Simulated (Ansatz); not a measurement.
# CoO: the cost of one run

Computed with Ansatz 0.2.0, driven from Python. The levels of theory stand in the script.

### Step 1. The structure

Symmetry: P6_3mc, No. 186, hexagonal system. The conventional cell has a = 3.198 Å, b = 3.198 Å, c = 5.229 Å, α = 90.00°, β = 90.00°, γ = 120.00°. Around Co (site symmetry 3m) lie 4 O at 1.92 to 1.97 Å. Around O (site symmetry 3m) lie 4 Co at 1.92 to 1.97 Å.

The script holds or builds the structure itself.

### Step 2. Script

The input, nc_paw_coo.py:

```python
'''Two kinds of potentials on CoO.'''

import ansatz as az
import numpy as np


def count_gap(report):
    # lowest empty less highest filled band, counting bands; zero where they overlap
    return max(report.get('gap_by_band_count_ev') or 0.0, 0.0)

lattice = az.Lattice.of(
    [3.197646, 0.0, 0.0],
    [-1.598823, 2.769242, 0.0],
    [0.0, 0.0, 5.22871],
)
sites = [
    ('Co', [0.0, 0.0, 0.003474]),
    ('Co', [1 / 3, 2 / 3, 0.503362]),
    ('O', [0.0, 0.0, 0.371609]),
    ('O', [1 / 3, 2 / 3, 0.871556]),
]
xtal = az.Crystal(lattice=lattice)
for symbol, position in sites:
    xtal = xtal.atom(symbol, position)
xtal = xtal.moments(Co=2.5)

base = (
    xtal.calculation()
    .spin('collinear')
    .functional(az.Functional.PBESOL, dispersion='D4')
    .scf(max_iterations=150)
    .kpoints(8, 8, 5, center='monkhorst-pack')
    .occupations('methfessel_paxton', width=0.3)
    .stress()
    .forces()
    .band_table()
)
variants = {
    'PAW': base.pseudopotentials('paw'),
    'norm-conserving': base.pseudopotentials('nc'),
}
# totals differ by the cores that each treatment holds, so compare what does not depend on them
rows = []
for label, variant in variants.items():
    r = variant.run(threads=1).report
    levels = np.array(r['eigenvalues_ev'][0]) - r['fermi_energy_ev']
    print(label, 'levels at the first k-point near E_F:', np.round(levels[np.abs(levels) < 5], 3))
    rows.append((label, r['n_electrons'], np.trace(r['stress_gpa']) / 3, float(np.abs(r['forces_ev_ang']).max()), count_gap(r), r['magnetization_mub']))
for row in rows:
    print('; '.join(f'{name} = {round(v, 4) if isinstance(v, float) else v}' for name, v in zip(['treatment', 'electrons in bands', 'P GPa', 'max force component eV/A', 'gap by band count eV', 'moment muB'], row)))
```

### Step 3. The run

The run is started by

```bash
> python nc_paw_coo.py
```

Q: Estimate wall time and peak memory on 1 thread of Arm Neoverse V2, shared host.

About 2.7 min, with a peak of 1.1 GiB.
